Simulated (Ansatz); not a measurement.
## C4H5B, SMILES BC(=C)C#C: a single point in a Gaussian basis

Run with Ansatz 0.2.0, Python API.

The script reads `c4h5b.xyz`:
```text
10

B    -0.88210    1.37270   -0.10150
C    -0.24110   -0.04970    0.03460
C    -0.99600   -1.12070    0.27700
C     1.18460   -0.18750   -0.10650
C     2.37910   -0.30290   -0.22470
H    -0.20070    2.31400   -0.31660
H    -2.04980    1.51940    0.00910
H    -0.55030   -2.10390    0.37070
H    -2.07100   -1.03730    0.38630
H     3.42740   -0.40410   -0.32840
```

Script `run_energy.py`:
```python
"""Electronic structure of the C4H5B molecule."""

from pathlib import Path

import ansatz as az
import numpy as np
import pandas as pd


def main() -> None:
    c4h5b = az.Crystal.molecule_from_extxyz("c4h5b.xyz")

    job = (
        c4h5b.calculation()
        .basis(gaussian="def2-SVP")
        .functional("pbe0")
        .forces()
        .orbitals()
    )
    print(job.to_yaml())
    result = job.run(threads=1, runs_dir="runs")
    rep = result.report

    print(f"E = {rep['free_energy_ev']:.6f} eV = {rep['free_energy_ev'] / 27.211386246:.7f} Ha")
    print("converged:", rep["converged"], " doubts:", rep["published_state_doubts"] or "none")

    state = rep["mean_field"]["state"]
    print(f"mean field: {state['energy']['hartree']:.7f} Ha, <S^2> = {abs(state['spin_squared']):.4f}, stability: {state.get('stability', {}).get('kind')}")

    symbols = [site.symbol for site in c4h5b.cartesian_sites]
    forces = np.array(rep["forces_ev_ang"])
    print("largest force", round(float(np.linalg.norm(forces, axis=1).max()), 4), "eV/A, rms", round(float(np.sqrt((forces ** 2).mean())), 4))

    charges = rep["charge_distribution"]
    table = pd.DataFrame({"atom": symbols, "mulliken": charges["mulliken_charges_e"], "lowdin": charges["lowdin_charges_e"]})
    print(table.round(3).to_string())
    print("dipole (e A):", np.round(charges["dipole_moment_e_ang"], 4) + 0.0)

    lines = Path(rep["orbitals_path"]).read_text().splitlines()
    field_of = lambda key: [line.split("=")[1].strip() for line in lines if line.startswith(key)]
    orbitals = [(27.211386 * float(e), s, float(n)) for e, s, n in zip(field_of("Ene="), field_of("Spin="), field_of("Occup="))]
    homo = max(e for e, _, n in orbitals if n > 0.5)
    lumo = min(e for e, _, n in orbitals if n < 0.5)
    for e, spin, n in sorted(orbitals):
        if homo - 10 < e < lumo + 5:
            print(f"{spin:6s} {e:10.3f} eV  occupation {n:.0f}")


if __name__ == "__main__":
    main()
```

`python run_energy.py` gives:
```text
crystal:
  periodic: [false, false, false]
  atoms:
    - { symbol: B, position_ang: [-0.8821, 1.3727, -0.1015] }
    - { symbol: C, position_ang: [-0.2411, -0.0497, 0.0346] }
    - { symbol: C, position_ang: [-0.996, -1.1207, 0.277] }
    - { symbol: C, position_ang: [1.1846, -0.1875, -0.1065] }
    - { symbol: C, position_ang: [2.3791, -0.3029, -0.2247] }
    - { symbol: H, position_ang: [-0.2007, 2.314, -0.3166] }
    - { symbol: H, position_ang: [-2.0498, 1.5194, 0.0091] }
    - { symbol: H, position_ang: [-0.5503, -2.1039, 0.3707] }
    - { symbol: H, position_ang: [-2.071, -1.0373, 0.3863] }
    - { symbol: H, position_ang: [3.4274, -0.4041, -0.3284] }
basis:
  gaussian:
    orbitals: def2-SVP
hamiltonian:
  xc: pbe0
output:
  orbitals: {}
  forces: true

E = -4892.548823 eV = -179.7978530 Ha
converged: True  doubts: none
mean field: -179.7978530 Ha, <S^2> = 0.0000, stability: minimum
largest force 1.6505 eV/A, rms 0.4781
  atom  mulliken  lowdin
0    B     0.088   0.003
1    C    -0.128  -0.081
2    C     0.002   0.134
3    C     0.330  -0.043
4    C    -0.415  -0.031
5    H    -0.012  -0.019
6    H    -0.028  -0.022
7    H     0.062   0.014
8    H     0.068   0.022
9    H     0.033   0.023
dipole (e A): [-0.0799 -0.216   0.0407]
Alpha     -17.364 eV  occupation 2
Alpha     -15.165 eV  occupation 2
Alpha     -14.277 eV  occupation 2
Alpha     -13.217 eV  occupation 2
Alpha     -12.119 eV  occupation 2
Alpha     -10.054 eV  occupation 2
Alpha      -9.950 eV  occupation 2
Alpha      -9.497 eV  occupation 2
Alpha      -7.833 eV  occupation 2
Alpha      -7.379 eV  occupation 2
Alpha      -2.279 eV  occupation 0
Alpha       0.017 eV  occupation 0
Alpha       1.471 eV  occupation 0
```

Caveats:
- Total energies depend on the basis set; only differences at equal settings carry meaning.
- The geometry is a force-field or estimated start, not a minimum of this method, and the basis set is short of its limit.
- The Löwdin charges here are taken after orthogonalising the functions within each atom; they differ from plain Löwdin charges, and their signs can be unphysical.
- Alpha marks a spatial orbital of a restricted run, filled by both spins.
- Levels such as HOMO and LUMO are orbital energies: with these approximate functionals they aren't the ionisation energy and electron affinity, and their gap isn't the fundamental gap.
- Timing: 2.6 s on 1 thread of Intel(R) Xeon(R) Platinum 8488C (Sapphire Rapids), with other jobs on the host, peak memory 0.28 GiB.

(Lines on the test bed's own set-up are left out of the output.)
